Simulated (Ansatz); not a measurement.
# LiFeN, space group P-6m2: a fixed-spin-moment curve

With Ansatz's Python interface.

`lifen.extxyz`
```text
3
Lattice="3.10060035 0.0 0.0 -1.55030017 2.68519867 0.0 0.0 0.0 4.145339" Properties=species:S:1:pos:R:3 pbc="T T T"
Li   -0.00000002    1.79013245    0.00000000
Fe    1.55030019    0.89506621    2.07266950
N    -0.00000002    1.79013245    2.07266950
```

Run as a notebook:

**Cell 1**
```python
import warnings

import ansatz as az
from tabulate import tabulate
```

**Cell 2**
```python
warnings.simplefilter("ignore", az.DeckWarning)
```

**Cell 3**
```python
lifen = az.Crystal.from_extxyz("lifen.extxyz")
```

**Cell 4**
```python
model = (
    lifen.calculation()
    .functional("pbe")
    .pseudopotentials("paw")
    .basis(420, density_ratio=4)
    .accuracy("medium")
    .kpoints(7, 7, 5)
    .occupations("gaussian", width=0.2)
    .mixing("broyden", ndim=4, beta=0.4)
)
# a hard lock holds the total moment, with one Fermi level a spin
rows = []
for total in [0.0, 0.8, 1.7, 2.5, 3.4, 4.2]:
    report = model.spin("collinear", total=total, lock="hard").run(threads=1, backend="cpu").report
    up, down = report["spin_fermi_energies_ev"]
    rows.append((total, report["free_energy_ev"], up - down, report["absolute_magnetization_mub"]))
reference = rows[0][1]
rows = [(m, 1000 * (e - reference), split, size) for m, e, split, size in rows]
print(tabulate(rows, headers=["total muB", "F - F(0) meV", "EF up - down eV", "absolute muB"], floatfmt=".4f", tablefmt="plain"))
best = min(rows, key=lambda row: row[1])
print(f"lowest at {best[0]} muB per cell, {best[1]:.1f} meV against the first point")
```
Output:
```text
RunWarning: this spin-polarised run has no starting moment large enough to seed its density, and nothing else in its deck makes the two spin channels differ, so an SCF from that start keeps the [...]
  total muB    F - F(0) meV    EF up - down eV    absolute muB
     0.0000          0.0000             0.0000          0.0000
     0.8000         40.4605             0.2933          0.8384
     1.7000        186.4326             0.2915          1.7465
     2.5000        299.9458             0.3314          2.5783
     3.4000        738.0033             1.5750          3.4524
     4.2000       1553.1418             2.4642          4.2000
lowest at 0.0 muB per cell, 0.0 meV against the first point
```

The lowest point lies at 0 μB a cell, the first of the scan; at 4.2 μB the energy is 1553 meV above the lowest.

Caveats:
- The settings weren't tested for convergence.
- The mesh is modest for a metal, so energies can be off by several to tens of meV an atom and pressures by half a GPa or more; differences at equal mesh fare better.
- The free energy holds a sizeable smearing term, which stands for no physical temperature.
- The structure comes from a database of computed cells and needn't be a stable or known phase.
- Warnings are shown shortened and without file and line.
- Only points where the Fermi levels of the two spins meet (minima, maxima and zero moment) are free solutions; a shallow minimum can lie between the points.
- The script silences the warnings on its input, which a real study should read.
- Hardware and time: 56 s on 1 thread of Arm Neoverse N1, with other jobs on the host, peak memory 0.38 GiB.
